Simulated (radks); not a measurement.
# Br⁶⁺ in [Ar] 3d10 4s1: an all-electron calculation

Aim: the levels, the sizes of the orbitals and the parts of the energy of the bromine ion Br6+.

Program: radks (a radial shooting solver on a logarithmic mesh, Libxc functionals) version 1. Level of theory: scalar-relativistic Kohn-Sham, OLYP, spin-unpolarised, spherical densities, finite nucleus. These are calculated values, not measurements, unless marked.

### Step 1. What is computed

| Quantity | Value |
| --- | --- |
| element | bromine (Z = 35) |
| charge | +6 |
| electrons | 29 |
| configuration | [Ar] 3d10 4s1 |
| nuclear rms radius | 4.1629 fm |

Outer shells as boxes (Hund's rule):

Br⁶⁺
```
[Ar] core
3d [↑↓][↑↓][↑↓][↑↓][↑↓]
4s [↑ ]
```

### Step 2. Self-consistent calculation

Settings of this run:

```text
Z 35
configuration [Ar] 3d10 4s1
relativity scalar-relativistic
functional optx,lyp
spin unpolarised
nucleus finite rms 4.1629 fm
c 137.035999084
```

The run is started by

```sh
$ python run_ks.py task.json out
```

All runs below come from this command, one after another.

Q: Predict the outcome of this run.

**Answer**, as computed:

| quantity | value |
| --- | --- |
| total energy | -2597.88906 hartree |
| exchange-correlation share of it | 3.50 % |
| −T/E | 1.0217 |
| highest occupied level | 4s, -95.330 eV |
| most extended occupied level | 4s, <r> = 1.43 bohr |
| radius at density 0.001 e/bohr³ | 2.53 bohr |
| maxima of the radial density | 3 |
| ionisation energy, NIST | 103.0 (semi-emp.) eV |

What this shows: The radial density shows 3 maxima for 4 occupied principal shells; where shells overlap, one shows as a shoulder or not at all. −T/E is 1.022: with relativity the kinetic term as defined here no longer equals −E. The top level binds by 95.330 eV, 93 % of the NIST ionisation energy of 103.0 eV. Spin polarisation and multiplet splitting are left out.
